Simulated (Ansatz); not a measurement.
# C5H5F5O3Ti: how energies converge with the basis set

One table from this session's results is given with a row withheld; the runs are named, their logs left out.

Computed with Ansatz 0.2.0, Gaussian basis. Level: one geometry, several basis sets.

The runs, in order: PBE0-D4/def2-SVP; ωB97M-V/def2-SVP; PBE0-D4/def2-QZVPP; ωB97M-V/def2-QZVPP; the functionals' def2-TZVPP values are taken from earlier runs.

### Structure used throughout

An earlier PBE0-D4 in a triple-zeta def2 set relaxation fixed the geometry.

SMILES `CC1=CC(C(F)(F)F)=[O+][Ti-]([OH])([F])([F])[O]1`, 19 atoms, charge 0, spin multiplicity 1.

Atoms are counted from 1 here; the program's logs count them from 0.

Bond lengths: C1–C2 1.492 Å, C1–H15 1.088 Å, C1–H16 1.093 Å, C1–H17 1.093 Å, C2–C3 1.413 Å, C2–O14 1.253 Å, C3–C4 1.369 Å, C3–H18 1.078 Å, C4–C5 1.531 Å, C4–O9 1.272 Å, C5–F6 1.334 Å, C5–F7 1.330 Å, C5–F8 1.330 Å, O9–Ti10 1.965 Å, Ti10–O11 1.785 Å, Ti10–F12 1.758 Å, Ti10–F13 1.757 Å, Ti10–O14 2.083 Å and more. Angles: C2–C1–H15 112.5°, C2–C1–H16 109.1°, C2–C1–H17 108.8°, H15–C1–H16 109.6°, H15–C1–H17 109.7°, H16–C1–H17 107.0°, C1–C2–C3 120.3°, C1–C2–O14 117.3°, C3–C2–O14 122.3°, C2–C3–C4 120.0°, C2–C3–H18 120.1°, C4–C3–H18 119.9°, C3–C4–C5 120.2°, C3–C4–O9 127.0°, C5–C4–O9 112.8°, C4–C5–F6 112.0°, C4–C5–F7 110.1°, C4–C5–F8 110.1° and more.

The first run:

Input file in.yaml:

```yaml
crystal:
  periodic: [false, false, false]
  atoms:
    - {symbol: C, position_ang: [-1.726933, -0.821370, 1.991570]}
    - {symbol: C, position_ang: [-0.720455, -0.416138, 0.967279]}
    - {symbol: C, position_ang: [-0.972458, 0.682790, 0.115115]}
    - {symbol: C, position_ang: [-0.042296, 1.051121, -0.818875]}
    - {symbol: C, position_ang: [-0.317345, 2.230679, -1.756030]}
    - {symbol: F, position_ang: [-1.507140, 2.787048, -1.523618]}
    - {symbol: F, position_ang: [-0.293339, 1.823006, -3.022067]}
    - {symbol: F, position_ang: [0.613512, 3.167436, -1.598721]}
    - {symbol: O, position_ang: [1.091490, 0.512506, -1.024904]}
    - {symbol: Ti, position_ang: [2.082470, -0.985174, -0.228245]}
    - {symbol: O, position_ang: [1.750016, -2.682084, -0.671853]}
    - {symbol: F, position_ang: [3.380078, -0.646069, -1.365092]}
    - {symbol: F, position_ang: [2.924119, -0.776869, 1.300002]}
    - {symbol: O, position_ang: [0.336469, -1.085970, 0.902478]}
    - {symbol: H, position_ang: [-2.613796, -0.191064, 1.974831]}
    - {symbol: H, position_ang: [-2.013183, -1.861757, 1.820486]}
    - {symbol: H, position_ang: [-1.261786, -0.776005, 2.979214]}
    - {symbol: H, position_ang: [-1.897969, 1.229910, 0.196551]}
    - {symbol: H, position_ang: [1.146547, -3.246197, -0.181619]}
basis:
  gaussian: {orbitals: def2-SVP}
hamiltonian: {xc: pbe0, dispersion: d4}
output: {orbitals: {seedname: orbitals}}
```

Launch:

```console
$ ansatz run in.yaml --threads 11 --pin off --events-out ev --progress --plain --max-ram 174080MiB --backend cpu
```

Steps of the session up to this table: PBE0-D4 in def2-SVP; ωB97M-V in def2-SVP; PBE0-D4 in def2-QZVPP; ωB97M-V in def2-QZVPP.

One of the session's tables, all rows but one given; the rest of the session is left out.

It belongs to the step «Functionals by basis». 

| functional | basis | HOMO (eV) | LUMO (eV) |
| --- | --- | --- | --- |
| PBE0-D4 | def2-SVP | -8.20 | -2.75 |
| PBE0-D4 | def2-TZVPP | ? | ? |
| PBE0-D4 | def2-QZVPP | -8.29 | -2.88 |
| ωB97M-V | def2-SVP | -10.28 | -0.59 |
| ωB97M-V | def2-TZVPP | -10.39 | -0.76 |
| ωB97M-V | def2-QZVPP | -10.40 | -0.78 |

**Question.** Estimate the row for PBE0-D4, def2-TZVPP.

As computed: HOMO (eV): -8.28; LUMO (eV): -2.86. In the column «HOMO (eV)» it lies between PBE0-D4, def2-QZVPP (-8.29) and PBE0-D4, def2-SVP (-8.20).
